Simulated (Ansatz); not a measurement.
**HfMoC2: band structure with r2SCAN**

HfMoC2:

```xyz
4
Lattice="3.1914 0.0000 0.0000 0.0000 3.1914 0.0000 0.0000 0.0000 4.4852" Properties=species:S:1:pos:R:3 pbc="T T T"
Hf    0.0000    0.0000    0.0000
Mo    1.5957    1.5957    2.2426
C     1.5957    1.5957    0.0000
C     0.0000    0.0000    2.2426
```

The cell comes from a database or a generator and needn't be the stable form of this composition.

```
Program                             : Ansatz 0.2.0
Task                                : band structure
Functional                          : r2SCAN
Potentials or basis                 : Ansatz PAW
Cutoff                              : 500 eV (not typed: the program's choice for these potentials)
k mesh                              : 8 × 8 × 6
Occupations                         : fermi-dirac, width 0.05 eV
Spin                                : no spin polarisation
Path                                : [["G", "X", "M", "G", "Z", "R", "A", "Z"], ["X", "R"], ["M", "A"]]
Points for each segment of the path : 14
```

```yaml
Pressure: -3.1 GPa
Band_gap_on_the_k_mesh: none (metal or under the smearing width)
```

Stress tensor (GPa, compression positive):
```
-1.58  0.00  0.00
 0.00 -1.58  0.00
 0.00  0.00 -6.12
```

Levels at the corners of the path, in eV from the Fermi level:
```csv
point,band 20,band 21,band 22,band 23,band 24,band 25,band 26,band 27,band 28,band 29
Γ,-1.41,-1.41,-1.37,-1.37,-0.43,-0.32,0.02,0.04,0.04,0.44
X,-5.17,-4.50,-4.00,-3.97,-0.45,1.02,2.28,3.27,3.47,4.48
M,-3.93,-3.93,-1.41,-1.21,-1.21,-1.11,1.12,1.47,2.52,4.18
Γ,-1.41,-1.41,-1.37,-1.37,-0.43,-0.32,0.02,0.04,0.04,0.44
Z,-3.54,-2.36,-2.36,-1.87,-1.87,-1.33,-0.32,2.14,2.14,3.95
R,-5.49,-5.46,-4.67,-4.56,1.07,1.09,1.82,4.74,5.56,5.64
A,-4.52,-4.46,-4.46,-4.46,1.09,1.09,1.47,3.31,3.31,3.62
Z,-3.54,-2.36,-2.36,-1.87,-1.87,-1.33,-0.32,2.14,2.14,3.95
X,-5.17,-4.50,-4.00,-3.97,-0.45,1.02,2.28,3.27,3.47,4.48
R,-5.49,-5.46,-4.67,-4.56,1.07,1.09,1.82,4.74,5.56,5.64
M,-3.93,-3.93,-1.41,-1.21,-1.21,-1.11,1.12,1.47,2.52,4.18
A,-4.52,-4.46,-4.46,-4.46,1.09,1.09,1.47,3.31,3.31,3.62
```

It took 7.9 s on 2 threads of Intel(R) Xeon(R) 6975P-C (Granite Rapids) (shared host), peak memory 0.55 GiB.

Caveat: spin-orbit coupling is left out, which moves the levels of the heavy elements; the PAW data sets come from PBE, with cores solved anew for the run's functional, which leaves a small shift of forces and pressure.
